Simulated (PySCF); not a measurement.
# C7H9N (m-toluidine): the cost of one run

Computed with PySCF 2.14.0, with density-fitted response routines of our own, on a single molecule in the gas phase. Atoms are numbered from 0 throughout.

## Step 1: The molecule as given

17 atoms, charge 0, multiplicity 1; geometry from: GFN2-xTB.

Bonds of the start (Å): C0–C1 1.50, C1–C2 1.39, C2–C3 1.38, C3–C4 1.38, C4–C5 1.39, C5–N6 1.38, C5–C7 1.39, C7–C1 1.39, C0–H8 1.09, C0–H9 1.09, C0–H10 1.09, C2–H11 1.08, C3–H12 1.08, C4–H13 1.08, N6–H14 1.01, N6–H15 1.01, C7–H16 1.08.

## Step 2: Geometry optimisation at PBE0-D3(BJ)/def2-SVP

Job settings and geometry (Å):

```
{"job": {"xc": "PBE0", "basis": "def2-SVP", "d3": "d3bj", "grid": 1, "kind": "geom"}, "charge": 0, "multiplicity": 1}
C      2.315020    -0.928662    -0.318250
C      1.030063    -0.190078    -0.088966
C      1.037485     1.163236     0.226427
C     -0.155023     1.838781     0.417760
C     -1.363057     1.181296     0.297146
C     -1.390622    -0.176211    -0.020043
N     -2.593652    -0.829709    -0.215723
C     -0.183563    -0.847676    -0.205244
H      2.579852    -0.895735    -1.375762
H      3.127598    -0.476893     0.245970
H      2.220854    -1.972830    -0.028203
H      1.977452     1.686144     0.323610
H     -0.143084     2.889572     0.668898
H     -2.293484     1.710352     0.446367
H     -3.402624    -0.403303     0.207022
H     -2.568560    -1.834309    -0.144057
H     -0.201653    -1.901945    -0.446863
```

Run with:

```console
> OMP_NUM_THREADS=1 python probes_run.py task.json out
```

This one command runs all jobs of the session in turn.

Q: Estimate the wall time and peak memory of this first job on 1 thread of Arm Neoverse V2, shared host.

About 46 s, with a peak of 0.7 GiB.
